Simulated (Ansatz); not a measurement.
# TiAl (P-6m2): equation of state with a fit

Where is the equilibrium volume of TiAl (P-6m2), and how stiff is it? The task is an equation of state with a fit, for TiAl (P-6m2).

Program: Ansatz 0.2.0, driven from Python. Level of theory: DFT LDA, plane waves, PAW. These are calculated values, not measurements.

## (1) The structure

The structure is hexagonal, space group P-6m2 (No. 187). The conventional cell has a = 2.867 Å, b = 2.867 Å, c = 4.678 Å, α = 90.00°, β = 90.00°, γ = 120.00°. Ti (site symmetry -6m2) is surrounded by 6 Al at 2.87 Å and 6 Ti at 2.87 Å. Al (site symmetry -6m2) has 6 Ti at 2.87 Å and 6 Al at 2.87 Å as nearest neighbours.

The script holds or builds the structure itself.

## (2) Script

run_eos.py reads:

```python
"""Energy against volume for TiAl, with a fit."""

import argparse

import ansatz
import numpy as np
from scipy.optimize import curve_fit

parser = argparse.ArgumentParser(description="Energy against volume for TiAl, with a fit.")
parser.add_argument("--xc", required=True, help="exchange-correlation functional")
parser.add_argument("--filling", default="Gaussian", help="how the bands are filled")
parser.add_argument("--smearing-width", type=float, default=0.1, help="smearing width (eV)")
parser.add_argument("--ecut", type=float, required=True, help="basis")
parser.add_argument("--kgrid", type=int, nargs=3, required=True, help="k-point sampling")
args = parser.parse_args()

VECTORS = np.array([
    [2.867262, 0.0, 0.0],
    [-1.433631, 2.483122, 0.0],
    [0.0, 0.0, 4.678083],
])
SITES = [
    ("Ti", (0.0, 0.0, 0.0)),
    ("Al", (1 / 3, 2 / 3, 0.5)),
]


def on_lattice(cell):
    crystal = ansatz.Crystal(lattice=ansatz.Lattice.of(cell))
    for symbol, position in SITES:
        crystal = crystal.atom(symbol, position)
    return crystal

def vinet(v, e0, v0, b0, b1):
    eta = (v / v0) ** (1 / 3)
    return e0 + 2 * b0 * v0 / (b1 - 1) ** 2 * (2 - (5 + 3 * b1 * (eta - 1) - 3 * eta) * np.exp(-1.5 * (b1 - 1) * (eta - 1)))


def main() -> None:
    # scale the volume, keep shape and fractions
    volumes, energies = [], []
    for scale in np.linspace(0.88, 1.12, 7):
        cell = VECTORS * scale ** (1 / 3)
        calc = (
            on_lattice(cell).calculation()
            .functional(args.xc)
            .occupations(args.filling, width=args.smearing_width)
            .basis(args.ecut)
            .kpoints(*args.kgrid)
        )
        rep = calc.run(threads=1, backend="cpu").report
        volumes.append(abs(np.linalg.det(cell)) / len(SITES))
        energies.append(rep["free_energy_ev"] / len(SITES))
        print(f"V = {volumes[-1]:8.4f} A^3/atom  F = {energies[-1]:.5f} eV/atom")

    guess = (min(energies), volumes[int(np.argmin(energies))], 0.5, 4.5)
    (e0, v0, b0, b1), _ = curve_fit(vinet, np.array(volumes), np.array(energies), p0=guess, maxfev=20000)
    print(f"Vinet fit: V0 = {v0:.4f} A^3/atom, B0 = {160.21766 * b0:.1f} GPa, B1 = {b1:.2f}")
    print("largest residual", round(1000 * float(np.abs(vinet(np.array(volumes), e0, v0, b0, b1) - energies).max()), 3), "meV/atom")


if __name__ == "__main__":
    main()
```

## (3) Launch

Command:

```sh
$ python run_eos.py --xc lda --ecut 500.0 --kgrid 9 9 5
```

**Question.** Where does the minimum lie against the volume typed, and how stiff is the crystal?

The runs gave:

| quantity | value |
| --- | --- |
| runs compared | 7 |
| range of energy | 152.22 meV/atom |
| lowest point, volume (Å³/atom) | 15.987 |
| equilibrium volume (fit) | 15.69 Å³/atom |
| bulk modulus (fit) | 118 GPa |

A third-order Birch-Murnaghan fit through the 7 points has its minimum at 15.69 Å³ an atom, 5.8 % below the typed cell, with a bulk modulus of 118 GPa and dB/dP = 3.9. From that minimum the energy rises by 28.1 meV an atom on the compressed side and 154.2 meV on the expanded side. Reading the output:
- Shape and fractional positions are held along the curve, so the bulk modulus is an upper value where they are free to relax, by a factor of two or more in layered or hydrogen-bonded cells.
- The mesh is modest for a metal, so energies can be off by several to tens of meV an atom and pressures by half a GPa or more; differences at equal mesh fare better.
- The structure comes from a database of computed cells and needn't be a stable or known phase.
